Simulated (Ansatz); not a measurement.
**Cl3H3OSi2: a dynamics run in two tries**

Wanted: a short trajectory, and a check that the input is sound. SMILES of the start: [SiH3]O[Si](Cl)(Cl)Cl.

All numbers below are computed with Ansatz 0.2.0 (RKS PBE0-D4/STO-3G).

### 1 Starting point

Bond lengths: Si1–O2 1.630 Å, O2–Si3 1.712 Å, Si3–H4 1.446 Å, Si3–H5 1.443 Å, Si3–H6 1.447 Å, Si1–Cl7 2.086 Å, Si1–Cl8 2.101 Å, Si1–Cl9 2.101 Å. Angles: Si1–O2–Si3 124.6°, O2–Si1–Cl7 106.8°, O2–Si1–Cl8 112.6°, O2–Si1–Cl9 112.5°, Cl7–Si1–Cl8 109.0°, Cl7–Si1–Cl9 108.8°, Cl8–Si1–Cl9 107.1°, O2–Si3–H4 109.6°, O2–Si3–H5 104.9°, O2–Si3–H6 109.4°, H4–Si3–H5 111.3°, H4–Si3–H6 110.3°, H5–Si3–H6 111.2°.

As a file:

```xyz
9

Si   -0.0151   -0.0424    0.0270
O     0.0368   -0.3301    1.6308
Si   -1.3385   -0.4418    2.6442
H    -2.2134   -1.4869    2.1604
H    -0.8125   -0.7616    3.9493
H    -2.0328    0.8275    2.6552
Cl    1.9603    0.0077   -0.6399
Cl   -0.9395    1.7867   -0.4362
Cl   -1.0460   -1.5397   -1.0257
```

### 2 The run

Input file input.yaml:

```yaml
crystal:
  periodic: [false, false, false]
  atoms:
    - { symbol: Si, position_ang: [-0.01512, -0.042396, 0.027026] }
    - { symbol: O, position_ang: [0.03678, -0.330145, 1.630761] }
    - { symbol: Si, position_ang: [-1.338535, -0.441815, 2.644173] }
    - { symbol: H, position_ang: [-2.213381, -1.486935, 2.160412] }
    - { symbol: H, position_ang: [-0.812513, -0.761584, 3.949282] }
    - { symbol: H, position_ang: [-2.032792, 0.827484, 2.655247] }
    - { symbol: Cl, position_ang: [1.960261, 0.007664, -0.639894] }
    - { symbol: Cl, position_ang: [-0.939497, 1.786745, -0.436246] }
    - { symbol: Cl, position_ang: [-1.046002, -1.539717, -1.025661] }
basis:
  gaussian: { orbitals: STO-3G }
hamiltonian:
  xc: pbe0
  dispersion: d4
md:
  timestep: 0.5
  n_steps: 25
  ensemble: nvt_langevin
  temperature: 30000.0
  initial_velocities: maxwell_boltzmann
  seed: 169532
  friction: 0.001
```

Launch:

```bash
ansatz run input.yaml --threads 1 --pin off --max-ram 2048MiB --backend cpu --events-out ev --progress --plain --runs-dir out
```

Before running it: what results should come out? Wanted: first try.

**Answer**, as computed:

| quantity | value |
| --- | --- |
| first try | timeout |
| cause | the temperature is tens of thousands of kelvin, several eV an atom, which tears any bond |

The program did not catch the first fault at the input check, so it cost a run.
